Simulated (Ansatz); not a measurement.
**CH3Cl3GeO: up Jacob's ladder to CCSD(T)**

How much do the methods differ for CH3Cl3GeO? The plan is to run it at one geometry with functionals of several rungs and with coupled cluster. The yardstick is the atomisation energy at the CCSD(T) limit.

Method: functionals in def2-TZVPP, the program's frozen cores in correlated methods; program: Ansatz 0.2.0, Gaussian basis.

Levels to be run: LDA (SPW92), PBE-D4, revPBE-D4, BLYP-D4, r2SCAN-D4, B97M-V, PBE0-D4, B3LYP-D4, r2SCANh-D4, r2SCAN0-D4, HSE06-D4, BHLYP-D4, CAM-B3LYP-D4, LC-ωPBE, ωB97X-V, ωB97M-V, B2PLYP, PBE-QIDH; CCSD(T)/def2-SVP; CCSD(T)/def2-TZVPP; MP2/def2-QZVPP; extrapolation to the limit; RPA on PBE.

## 1. Structure used throughout

All runs share one geometry, relaxed beforehand with PBE0-D4 in a triple-zeta def2 set.

SMILES `C[O][Ge]([Cl])([Cl])[Cl]`, 9 atoms, charge 0, spin multiplicity 1.

Atoms are counted from 1 here; the program's logs count them from 0.

Bond lengths: C1–O2 1.420 Å, C1–H7 1.090 Å, C1–H8 1.094 Å, C1–H9 1.094 Å, O2–Ge3 1.743 Å, Ge3–Cl4 2.126 Å, Ge3–Cl5 2.108 Å, Ge3–Cl6 2.126 Å. Angles: O2–C1–H7 106.8°, O2–C1–H8 111.5°, O2–C1–H9 111.5°, H7–C1–H8 108.8°, H7–C1–H9 108.8°, H8–C1–H9 109.2°, C1–O2–Ge3 119.9°, O2–Ge3–Cl4 110.6°, O2–Ge3–Cl5 106.6°, O2–Ge3–Cl6 110.6°, Cl4–Ge3–Cl5 110.5°, Cl4–Ge3–Cl6 108.1°, Cl5–Ge3–Cl6 110.5°.

As a file:

```
C     0.2911   -1.1218    0.8863
O     0.8756   -0.2473   -0.0673
Ge   -0.0975    0.9803   -0.8311
Cl   -1.7148    0.0990   -1.8938
Cl    1.1729    2.0226   -2.1521
Cl   -0.9071    2.3039    0.6230
H     1.0820   -1.7905    1.2270
H    -0.5113   -1.7199    0.4438
H    -0.1023   -0.5725    1.7472
```

## 2. LDA

This LDA is Slater exchange with PW92 correlation.

File in.yaml:

```yaml
crystal:
  periodic: [false, false, false]
  atoms:
    - {symbol: C, position_ang: [0.291123, -1.121790, 0.886338]}
    - {symbol: O, position_ang: [0.875588, -0.247282, -0.067337]}
    - {symbol: Ge, position_ang: [-0.097501, 0.980285, -0.831083]}
    - {symbol: Cl, position_ang: [-1.714817, 0.098957, -1.893841]}
    - {symbol: Cl, position_ang: [1.172929, 2.022599, -2.152077]}
    - {symbol: Cl, position_ang: [-0.907099, 2.303943, 0.623014]}
    - {symbol: H, position_ang: [1.081971, -1.790516, 1.227013]}
    - {symbol: H, position_ang: [-0.511324, -1.719911, 0.443775]}
    - {symbol: H, position_ang: [-0.102269, -0.572485, 1.747199]}
basis:
  gaussian: {orbitals: def2-TZVPP}
hamiltonian: {xc: lda}
output: {orbitals: {seedname: orbitals}}
```

On the command line:

```bash
> ansatz run in.yaml --threads 4 --pin off --events-out ev --progress --plain --max-ram 11315MiB
```

The runs that follow: PBE-D4 (GGA); revPBE-D4 (GGA); BLYP-D4 (GGA); r2SCAN-D4 (meta-GGA); B97M-V (meta-GGA); PBE0-D4 (hybrid); B3LYP-D4 (hybrid); r2SCANh-D4 (hybrid); r2SCAN0-D4 (hybrid); HSE06-D4 (hybrid); BHLYP-D4 (hybrid); CAM-B3LYP-D4 (range-separated); LC-ωPBE (range-separated); ωB97X-V (range-separated); ωB97M-V (range-separated); B2PLYP (double hybrid); PBE-QIDH (double hybrid); CCSD(T) in def2-SVP; CCSD(T) in def2-TZVPP; MP2 in def2-QZVPP; RPA on PBE orbitals.

Before running them: what should the planned runs give, taken together? Wanted: atomisation energy, CCSD(T)/CBS; farthest beyond LDA; mean size of error, GGA; mean size of error, meta-GGA; mean size of error, hybrid; mean size of error, range-separated; mean size of error, double hybrid; gap, smallest and largest; T1 diagnostic.

The runs gave:

| quantity | value |
| --- | --- |
| atomisation energy, CCSD(T)/CBS | 31.953 eV |
| functionals within 0.320 eV (1.0 %) | r2SCAN-D4, PBE0-D4, r2SCANh-D4, HSE06-D4, ωB97X-V, ωB97M-V, PBE-QIDH |
| farthest beyond LDA | BHLYP-D4 (-1.454 eV) |
| mean size of error, GGA | 0.495 eV |
| mean size of error, meta-GGA | 0.257 eV |
| mean size of error, hybrid | 0.430 eV |
| mean size of error, range-separated | 0.227 eV |
| mean size of error, double hybrid | 0.384 eV |
| gap, smallest and largest | 4.52 eV (LDA (SPW92)), 12.48 eV (LC-ωPBE) |
| T1 diagnostic | 0.0104 |
| triples share of the correlation energy | 4.0 % |

What this shows: The LDA atomisation energy is off by 5.120 eV (16 %): it overbinds. PBE-D4 is off by +0.621 eV. Double hybrids carry the basis error of their MP2 part in triple zeta, and no dispersion term here, so their miss is partly the set-up's. The rungs range-separated, meta-GGA miss on average by less than the doubt on the reference (0.320 eV), so they tie. Misses under about 0.320 eV are within the doubt on the reference itself, which lacks core-valence correlation, relativity and higher excitations, and its outer-core shells are covered unevenly. Hartree-Fock recovers 71 % of the binding; the rest is correlation. CCSD(T) in def2-SVP is off by -2.298 eV, so the small basis spoils what the method gains. The gap grows from 4.5 to 12.5 eV across the functionals, mostly with the share of exact exchange. Correlated methods include outer-core shells of Ge, which these sets cover unevenly.
